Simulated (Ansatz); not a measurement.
# Alloy of BaZrO3 and BaHfO3 (6 of 8 Zr sites exchanged), 40 atoms

How does this alloy cell relax, and what gap do PBEsol, HSE06 and r²SCAN give?

Program: Ansatz 0.2.0, PAW, plane waves. These are calculated values, not measurements.

### Step 1. The starting cell

40 atoms (8 Ba, 2 Zr, 6 Hf, 24 O); a = 8.324 Å, b = 8.324 Å, c = 8.324 Å, α = 90.00°, β = 90.00°, γ = 90.00°. All atoms were shaken off their sites by about 0.02 Å along each axis.

The runs, in order: (2) PBEsol cell relaxation at the single k point (¼, ¼, ¼), on 7 threads of Arm Neoverse-V2; (3) HSE06 single point at the Γ point alone, on 7 threads of Arm Neoverse-V2; (4) r²SCAN single point at the Γ point alone, on 7 threads of Arm Neoverse-V2.

### Step 2. Relaxing cell and atoms with PBEsol

Contents of in.yaml:

```yaml
crystal:
  lattice:
    - [8.324074, 0.000000, 0.000000]
    - [0.000000, 8.324074, 0.000000]
    - [0.000000, 0.000000, 8.324074]
  atoms:
    - { symbol: Ba, position: [0.001976, 0.003172, 0.999936] }
    - { symbol: Ba, position: [0.997384, 0.002778, 0.499040] }
    - { symbol: Ba, position: [0.002136, 0.502789, 0.998588] }
    - { symbol: Ba, position: [0.000769, 0.498315, 0.499966] }
    - { symbol: Ba, position: [0.501404, 0.998138, 0.999339] }
    - { symbol: Ba, position: [0.499447, 0.001545, 0.499365] }
    - { symbol: Ba, position: [0.498298, 0.499198, 0.998779] }
    - { symbol: Ba, position: [0.499736, 0.498615, 0.502142] }
    - { symbol: Zr, position: [0.249542, 0.255816, 0.247599] }
    - { symbol: Zr, position: [0.251350, 0.748888, 0.750228] }
    - { symbol: Hf, position: [0.250406, 0.251362, 0.754627] }
    - { symbol: Hf, position: [0.245153, 0.749839, 0.250434] }
    - { symbol: Hf, position: [0.752763, 0.253788, 0.247150] }
    - { symbol: Hf, position: [0.752112, 0.253442, 0.751315] }
    - { symbol: Hf, position: [0.747516, 0.750374, 0.250008] }
    - { symbol: Hf, position: [0.746821, 0.751193, 0.753317] }
    - { symbol: O, position: [0.249061, 0.252177, 0.996876] }
    - { symbol: O, position: [0.252660, 0.254597, 0.497419] }
    - { symbol: O, position: [0.253346, 0.751010, 0.003185] }
    - { symbol: O, position: [0.250196, 0.750990, 0.502834] }
    - { symbol: O, position: [0.751260, 0.251332, 0.999945] }
    - { symbol: O, position: [0.750848, 0.252341, 0.502404] }
    - { symbol: O, position: [0.747147, 0.749883, 0.000617] }
    - { symbol: O, position: [0.747515, 0.749768, 0.503452] }
    - { symbol: O, position: [0.998428, 0.251967, 0.249429] }
    - { symbol: O, position: [0.999851, 0.247101, 0.749640] }
    - { symbol: O, position: [0.998175, 0.750154, 0.250722] }
    - { symbol: O, position: [0.000266, 0.747014, 0.748817] }
    - { symbol: O, position: [0.502636, 0.248141, 0.248157] }
    - { symbol: O, position: [0.500158, 0.251897, 0.751009] }
    - { symbol: O, position: [0.498984, 0.753937, 0.248588] }
    - { symbol: O, position: [0.497517, 0.753002, 0.750710] }
    - { symbol: O, position: [0.253695, 0.000084, 0.252006] }
    - { symbol: O, position: [0.247638, 0.999885, 0.748986] }
    - { symbol: O, position: [0.248960, 0.500745, 0.252520] }
    - { symbol: O, position: [0.249062, 0.499568, 0.749176] }
    - { symbol: O, position: [0.747063, 0.999962, 0.249862] }
    - { symbol: O, position: [0.749351, 0.000955, 0.754129] }
    - { symbol: O, position: [0.750949, 0.495745, 0.248022] }
    - { symbol: O, position: [0.753663, 0.503533, 0.749307] }
  symmetry: { detect: false }
kpoints:
  mp_grid: { grid: [1, 1, 1], shift: [0.25, 0.25, 0.25] }
hamiltonian:
  xc: pbesol
scf:
  occupations: { method: fermi_dirac, width: 0.01 }
relax:
  f_tol: 0.03
  max_steps: 80
  escape_saddle: false
  adjacent_minimum: "off"
  cell: { fix: [shape] }
output:
  forces: true
  eigenvalues: true
  populations: true
```

Run with:

```
$ ansatz run in.yaml --threads 7 --pin off --max-ram 13300MiB --runs-dir r --events-out ev --progress --plain
```

After this run come: HSE06 single point; r²SCAN on the same atoms.

What does the calculation give? Wanted: for each run, top filled to lowest empty.

**Answer**, as computed:

```
             level                     time   k points  top filled to lowest empty (eV)
PBEsol, relaxation     27 s (7 CPU threads)  (¼, ¼, ¼)                             4.27
             HSE06  1.8 min (7 CPU threads)          Γ                             4.88
            r²SCAN     11 s (7 CPU threads)          Γ                             3.88
```

| quantity | value |
| --- | --- |
| relaxation | 4 recorded steps, 0.23 eV gained |
| largest shift | 0.05 Å (O39 and others alike) |
| relaxed cell | a = 8.326 Å, b = 8.326 Å, c = 8.326 Å, α = 90.00°, β = 90.00°, γ = 90.00° |
| mean bonds | Ba–O 2.944, Hf–O 2.079, O–Zr 2.088 Å |

Relaxation gains 0.23 eV, with shifts up to 0.05 Å (O39 and others alike), while the volume changes by +0.1 %. The mean lengths of the listed bonds run from Hf–O 2.08 Å to Ba–O 2.94 Å. At the same k points, r²SCAN gives a spacing 1.01 eV smaller than the 4.88 eV of HSE06. The relaxation ran on other k points, so part of any difference from the later rows can come from the mesh. The price of HSE06 is about 9.7 times the time of r²SCAN here. With one k point the spacing samples only the states that fold onto it, so it can exceed the gap over the zone.
